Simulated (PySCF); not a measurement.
# triplet TiOF2: levels of theory compared

We compute a comparison of 6 runs (UHF/STO-3G, UB3LYP/6-31G*, U-wB97M-V/cc-pVDZ, UB2PLYP/cc-pVDZ, UCAM-B3LYP/cc-pVDZ, UM06-2X/cc-pVDZ) of triplet TiOF2. The job is set up through a Python script.

The calculation is run with PySCF 2.14.0.

1 further run of the same task is left out (set aside as unsound or not needed).

### 1 The system as given

The species is TiOF2 (4 atoms), meant as a triplet with charge 0. As SMILES of the parent species, `[O]=[Ti]([F])[F]`. The shape comes from GFN2-xTB, which is rough for such elements, and wasn't checked as a minimum. That shape belongs to the parent species and isn't relaxed for this state.

Bond lengths: O1–Ti2 1.596 Å, Ti2–F3 1.722 Å, Ti2–F4 1.721 Å. Angles: O1–Ti2–F3 111.7°, O1–Ti2–F4 111.8°, F3–Ti2–F4 113.6°.

### 2 The energy at UHF/STO-3G (run 1)

The input, calc.py:

```python
from pyscf import gto, scf

mol = gto.Mole()
mol.atom = '''
O    0.126060   0.507440   1.465250
Ti  -0.303530  -0.166110   0.083020
F    0.833410  -1.354510  -0.428040
F   -0.655940   1.013190  -1.120230
'''
mol.basis = 'sto-3g'
mol.spin = 2
mol.max_memory = 1860
mol.verbose = 3
mol.build()

myscf = scf.UHF(mol)
myscf.conv_tol = 1e-10
myscf.kernel()
if not myscf.converged:
    myscf = myscf.newton().run(myscf.mo_coeff, myscf.mo_occ)

etot = myscf.e_tot
print('E = %.10f Eh' % etot)
```

The run is started by

```sh
$ OMP_NUM_THREADS=1 python calc.py
```

Log:

```text
WARN: HOMO -0.138646303445086 >= LUMO -0.591188079092017

converged SCF energy = -1109.88819031677  <S^2> = 2.0047753  2S+1 = 3.0031819
E = -1109.8881903168 Eh
```

It took 0.68 s on 1 thread of Arm Neoverse V2, shared host; peak memory 0.096 GiB.

### 3 A single-point energy at UB3LYP/6-31G(d) (spherical functions) (run 2)

The input, input.py:

```python
from pyscf import gto, dft

system = gto.M(
    atom='''
O      0.126060     0.507440     1.465250
Ti    -0.303530    -0.166110     0.083020
F      0.833410    -1.354510    -0.428040
F     -0.655940     1.013190    -1.120230
''',
    spin=2,
    basis='6-31g*',
    max_memory=1860,
    verbose=3,
    charge=0,
)

mf = dft.UKS(system, xc='b3lyp')
mf.conv_tol = 1e-10
mf.grids.level = 5
mf.kernel()
if not mf.converged:
    mf = mf.newton().run(mf.mo_coeff, mf.mo_occ)

e_final = mf.e_tot
print('Final energy', e_final)
```

The run is started by

```sh
$ OMP_NUM_THREADS=1 python input.py
```

Log:

```text
WARN: HOMO -0.159681051397928 >= LUMO -0.4907663861182

WARN: HOMO -0.17965706936322 >= LUMO -0.211066722562638

WARN: HOMO -0.215199556012645 >= LUMO -0.306509621336586

WARN: HOMO -0.210414573068268 >= LUMO -0.272877633513563

WARN: HOMO -0.19985122046477 >= LUMO -0.266824191575903

WARN: HOMO -0.200486708373906 >= LUMO -0.262805115065015

WARN: HOMO -0.200677578474046 >= LUMO -0.262492047238559

WARN: HOMO -0.200672074273663 >= LUMO -0.262230067821652

WARN: HOMO -0.200636084353664 >= LUMO -0.262115465679731

WARN: HOMO -0.200589856609183 >= LUMO -0.262045745058681

WARN: HOMO -0.200377552070872 >= LUMO -0.261378541809693

WARN: HOMO -0.20027546667881 >= LUMO -0.261133138891742

WARN: HOMO -0.200316568876071 >= LUMO -0.261912895579187

WARN: HOMO -0.199990982195276 >= LUMO -0.261442380357313

WARN: HOMO -0.200094938555857 >= LUMO -0.262074339211877

WARN: HOMO -0.200019945860954 >= LUMO -0.262021078104192

WARN: HOMO -0.199990180327132 >= LUMO -0.262391717522057

WARN: HOMO -0.19998778920502 >= LUMO -0.262153349404613

WARN: HOMO -0.199985850156629 >= LUMO -0.262287452450596

WARN: HOMO -0.199984012085729 >= LUMO -0.262239386754256

WARN: HOMO -0.199982285113745 >= LUMO -0.262230078442243

WARN: HOMO -0.199983598759766 >= LUMO -0.262236207627339

WARN: HOMO -0.199974196550442 >= LUMO -0.262236529578774

WARN: HOMO -0.199981849988948 >= LUMO -0.262240478491708

WARN: HOMO -0.199968965348445 >= LUMO -0.262245279403506

WARN: HOMO -0.199970855209597 >= LUMO -0.262247087341404

WARN: HOMO -0.199974238101092 >= LUMO -0.262248540960245

WARN: HOMO -0.199975653279969 >= LUMO -0.262239969241759

WARN: HOMO -0.19998297107904 >= LUMO -0.262234450772833

WARN: HOMO -0.199983494475562 >= LUMO -0.262235875585035

WARN: HOMO -0.199983360597471 >= LUMO -0.262235830534034

WARN: HOMO -0.199984541681086 >= LUMO -0.262236887149006

WARN: HOMO -0.199984012672068 >= LUMO -0.262236646655586

WARN: HOMO -0.199984901167525 >= LUMO -0.262236132771782

converged SCF energy = -1124.35233080962  <S^2> = 2.0033381  2S+1 = 3.0022246
Final energy -1124.3523308096223
```

It took 78 s on 1 thread of Arm Neoverse V2, shared host; peak memory 0.4 GiB.

### 4 The energy at U-wB97M-V/cc-pVDZ (run 3)

The input, mol.xyz:

```xyz
4

O      0.126060     0.507440     1.465250
Ti    -0.303530    -0.166110     0.083020
F      0.833410    -1.354510    -0.428040
F     -0.655940     1.013190    -1.120230
```

The input, run.py:

```python
from pyscf import gto, dft

mol = gto.M(
    atom='mol.xyz',
    basis='cc-pvdz',
    max_memory=1860,
    charge=0,
    spin=2,
    verbose=3,
)

mf = dft.UKS(mol, xc='wb97m-v')
mf.conv_tol = 1e-10
mf.grids.level = 5
mf.nlcgrids.level = 1
mf.kernel()
if not mf.converged:
    mf = mf.newton().run(mf.mo_coeff, mf.mo_occ)

etot = mf.e_tot
print('Final energy', etot)
```

The run is started by

```sh
$ OMP_NUM_THREADS=1 python run.py
```

Log:

```text
WARN: HOMO -0.149570915304269 >= LUMO -0.497203767304621

converged SCF energy = -1124.32441288268  <S^2> = 2.0036789  2S+1 = 3.0024516
Final energy -1124.3244128826773
```

Wall time 6.1 min (1 thread of Arm Neoverse V2, shared host); peak memory 0.49 GiB.

Runs 4 to 5 aren't shown in full; the table further down has their settings and results.

### 5 A single-point energy at UM06-2X/cc-pVDZ (run 6)

The input, job.py:

```python
from pyscf import gto, dft

molecule = gto.Mole()
molecule.atom = 'O 0.126060 0.507440 1.465250; Ti -0.303530 -0.166110 0.083020; F 0.833410 -1.354510 -0.428040; F -0.655940 1.013190 -1.120230'
molecule.basis = 'cc-pvdz'
molecule.verbose = 3
molecule.spin = 2
molecule.max_memory = 1860
molecule.build()

mf = dft.UKS(molecule, xc='m06-2x')
mf.grids.level = 5
mf.conv_tol = 1e-10
mf.kernel()
if not mf.converged:
    mf = mf.newton().run(mf.mo_coeff, mf.mo_occ)

e_final = mf.e_tot
print('E = %.10f Eh' % e_final)
```

The run is started by

```sh
$ OMP_NUM_THREADS=1 python job.py
```

Log:

```text
WARN: HOMO -0.134395731674897 >= LUMO -0.496833549720134

converged SCF energy = -1124.30055795252  <S^2> = 2.0037746  2S+1 = 3.0025154
E = -1124.3005579525 Eh
```

Run time: 2.9 min. Hardware: 1 thread of Arm Neoverse V2, shared host; peak memory 0.49 GiB.

### 6 The series

| run | level | integration grid | nlc grid | energy (Eh) | dipole moment (D) | HOMO energy (eV) | LUMO energy (eV) | wall time |
| --- | --- | --- | --- | --- | --- | --- | --- | --- |
| 1 | UHF/STO-3G | – | – | -1109.888190 | 0.79 | -5.46 | 4.90 | 0.68 s |
| 2 | UB3LYP/6-31G* (spherical functions) | 5 | – | -1124.352331 | 1.55 | -5.44 | – | 78 s |
| 3 | U-wB97M-V/cc-pVDZ | 5 | 1 | -1124.324413 | 1.94 | -8.61 | -4.64 | 6.1 min |
| 4 | UB2PLYP/cc-pVDZ | 5 | – | -1124.051383 | 2.44 | -8.23 | -4.50 | 2.6 min |
| 5 | UCAM-B3LYP/cc-pVDZ | 5 | – | -1124.417085 | 1.91 | -7.72 | -5.78 | 2.4 min |
| 6 | UM06-2X/cc-pVDZ | 5 | – | -1124.300558 | 2.12 | -8.08 | -5.48 | 2.9 min |

### 7 Outcome

```
                                 quantity           value
                      run 6: total energy  -1124.30056 Eh
                     run 6: dipole moment          2.12 D
run 6: HOMO energy (highest over α and β)        -8.08 eV
 run 6: LUMO energy (lowest over α and β)        -5.48 eV
                              run 6: ⟨S²⟩           2.004
```

The dipole moment (its size) runs from 0.79 D (UHF/STO-3G) to 2.44 D (UB2PLYP/cc-pVDZ). The two ends differ in method and basis. A double hybrid's value is that of its SCF part. Totals of different functionals can't be ranked against each other. In run 1 the basis is minimal, so the values are rough. All runs together took 15 min, the longest 6.1 min.
